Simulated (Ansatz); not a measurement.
# Sn3PbS4: the cost of one run

Program: Ansatz 0.2.0. Level of theory: DFT PBE, scalar-relativistic, plane waves, PAW. These are calculated values, not measurements.

1 further run of the same task is left out (set aside as unsound or not needed). Runs told in other sessions of the task aren't counted.

**1. The structure to begin with**

Symmetry: Cmmm, No. 65, orthorhombic system. The conventional cell has a = 8.332 Å, b = 11.782 Å, c = 4.166 Å, α = 90.00°, β = 90.00°, γ = 90.00°. Sn (site symmetry 2/m) has 6 S at 2.95 Å in its first shell of neighbours. Sn (site symmetry mmm) has 6 S at 2.91 Å in its first shell of neighbours. Pb (site symmetry mmm) is surrounded by 6 S at 2.98 Å. S (site symmetry 2mm) is surrounded by 4 Sn at 2.91 to 2.95 Å and 2 Pb at 2.98 Å. S (site symmetry m2m) is surrounded by 5 Sn at 2.91 to 2.95 Å and 1 Pb at 2.98 Å.

As a file:

```cif
data_structure
_symmetry_space_group_name_H-M 'P 1'
_symmetry_Int_Tables_number 1
_cell_length_a 7.2154
_cell_length_b 7.2154
_cell_length_c 4.1656
_cell_angle_alpha 90.000
_cell_angle_beta 90.000
_cell_angle_gamma 109.464
_cell_volume 204.47
loop_
_atom_site_label
_atom_site_type_symbol
_atom_site_fract_x
_atom_site_fract_y
_atom_site_fract_z
_atom_site_occupancy
Sn1 Sn 0.00000 0.50000 0.00000 1
Sn2 Sn 0.00000 0.00000 0.50000 1
Sn3 Sn 0.50000 0.00000 0.00000 1
Pb1 Pb 0.50000 0.50000 0.50000 1
S1 S 0.75559 0.75559 0.00000 1
S2 S 0.75274 0.24726 0.50000 1
S3 S 0.24726 0.75274 0.50000 1
S4 S 0.24441 0.24441 0.00000 1
```

It is the end of an earlier relaxation with the same method, from a generated guess; it is a trial structure. At a tolerance of 0.02 Å it has space group Cmmm (No. 65); it has 25.56 Å³/atom, an uncorrected energy of -0.44 eV/atom over the elements.

**2. Electronic structure at the relaxed geometry**

Contents of input.yaml:

```yaml
crystal:
  lattice:
    - [4.166187, -5.891091, 0.0]
    - [4.166187, 5.891091, 0.0]
    - [0.0, 0.0, 4.16556]
  atoms:
    - { symbol: Sn, position: [0.0, 0.5, 0.0] }
    - { symbol: Sn, position: [0.0, 0.0, 0.5] }
    - { symbol: Sn, position: [0.5, 0.0, 0.0] }
    - { symbol: Pb, position: [0.5, 0.5, 0.5] }
    - { symbol: S, position: [0.755588, 0.755588, 0.0] }
    - { symbol: S, position: [0.752741, 0.247259, 0.5] }
    - { symbol: S, position: [0.247259, 0.752741, 0.5] }
    - { symbol: S, position: [0.244412, 0.244412, 0.0] }
basis:
  ecutwfc: 420
kpoints:
  mp_grid: { grid: [6, 6, 8] }
  band_path:
    path:
      - [[0.0, 0.0, 0.0], [-0.5, 0.5, 0.0], [-0.37503341, 0.62496659, 0.0]]
      - [[0.37503341, 0.37503341, 0.0], [0.0, 0.0, 0.0], [0.0, 0.0, 0.5], [0.37503341, 0.37503341, 0.5]]
      - [[-0.37503341, 0.62496659, 0.5], [-0.5, 0.5, 0.5], [-0.5, 0.5, 0.0]]
      - [[0.0, 0.0, 0.0], [0.0, 0.5, 0.0], [0.0, 0.5, 0.5], [0.0, 0.0, 0.5], [-0.5, 0.5, 0.5]]
    npoints: 14
hamiltonian:
  xc: pbe
scf:
  occupations: { method: gaussian, width: 0.01 }
  n_extra_bands: 20
output:
  forces: true
  stress: true
  eigenvalues: true
  populations: true
  dos: { projected: true, de: 0.02, nscf_kmesh: { grid: [8, 8, 10] } }
  bader: true
```

On the command line:

```console
$ ansatz run input.yaml --threads 4 --pin off --max-ram 8192MiB --backend cpu --events-out ev --progress --plain --runs-dir out
```

Q: Estimate wall time and peak memory on 4 threads of Arm Neoverse V2, shared host.

About 60 s, with a peak of 1.4 GiB.
